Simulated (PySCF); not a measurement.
# From one method to the next for SiBr

Aim: see what other levels and later steps give for SiBr.

Computed with PySCF 2.14.0. Level: method and basis as typed in the scripts.

2 further runs of the same task are left out: 2 that didn't finish.

### Step 1. The starting structure

SiBr: 2 atoms, charge 0, spin multiplicity 2.

Bond lengths: Si1–Br2 2.230 Å.

### Step 2. Base script

The input, input.py:

```python
from pyscf import gto, dft

mol = gto.M(
    atom='Si 0 0 0; Br 0 0 2.23',
    basis='6-31g*',
    charge=0,
    spin=1,
    verbose=4,
)
mf = dft.ROKS(mol, xc='revtpss')
mf = mf.density_fit(auxbasis='def2-universal-jkfit')
mf.kernel()
mf.analyze()
print('orbital energies (hartree):', mf.mo_energy[..., max(0, mol.nelec[1]-3):mol.nelec[0]+3].round(4))
```

Run with:

```sh
OMP_NUM_THREADS=1 python input.py
```

The log of this run is left out.

Base result: E(SCF) = -2862.501842 Eh, 9 cycles, μ = 0.71 D.

The bond length is a typed value, not an optimised one.

### Step 3. MP2 (UHF)

Edit 1 changes step after the SCF: analyze → mp2; SCF type: ROKS → UHF; functional: revtpss → none (Hartree–Fock); frozen orbitals: none → 14.

The input, input.py:

```python
from pyscf import gto, scf, mp

mol = gto.M(
    atom='Si 0 0 0; Br 0 0 2.23',
    basis='6-31g*',
    charge=0,
    spin=1,
    verbose=4,
)
mf = scf.UHF(mol)
mf = mf.density_fit(auxbasis='def2-universal-jkfit')
mf.kernel()
mp.MP2(mf, frozen=14).kernel()
mf.dip_moment()
print('orbital energies (hartree):', [e[max(0, n-3):n+3].round(4) for e, n in zip(mf.mo_energy, mol.nelec)])
```

Run with:

```sh
OMP_NUM_THREADS=1 python input.py
```

### Step 4. Scan

Edit 2 changes functional: revtpss → scan.

Edit input.py of step 2 so:

```diff
@@ -9,3 +9,3 @@
 )
-mf = dft.ROKS(mol, xc='revtpss')
+mf = dft.ROKS(mol, xc='scan')
 mf = mf.density_fit(auxbasis='def2-universal-jkfit')
```

### Step 5. SCF alone

Edit 3 changes step after the SCF: analyze → none.

Edit input.py of step 2 so:

```diff
@@ -12,3 +12,3 @@
 mf.kernel()
-mf.analyze()
+mf.dip_moment()
 print('orbital energies (hartree):', mf.mo_energy[..., max(0, mol.nelec[1]-3):mol.nelec[0]+3].round(4))
```

### Step 6. Pw91

Edit 4 changes functional: revtpss → pw91.

Edit input.py of step 2 so:

```diff
@@ -9,3 +9,3 @@
 )
-mf = dft.ROKS(mol, xc='revtpss')
+mf = dft.ROKS(mol, xc='pw91')
 mf = mf.density_fit(auxbasis='def2-universal-jkfit')
```

Q: Predict the outcome of this session. Wanted: for each run, E(SCF); from base; gap, α spin; SCF dipole; after the SCF.

The runs gave:

| run | E(SCF) (hartree) | from base (eV) | cycles | gap, α spin (eV) | SCF dipole (D) | after the SCF |
| --- | --- | --- | --- | --- | --- | --- |
| base | -2862.501842 | 0 | 9 | n/a | 0.71 | n/a |
| MP2 (UHF) | -2861.004633 | not comparable | 12 | 7.80 | 1.50 | MP2 correlation -8.303 eV, core frozen |
| scan | -2863.499358 | not comparable | 12 | n/a | 0.75 | n/a |
| SCF alone | -2862.501842 | 0.0000 | 9 | n/a | 0.71 | n/a |
| pw91 | -2863.419279 | not comparable | 10 | n/a | 0.67 | n/a |

In words: A lower total energy from another functional means nothing by itself.
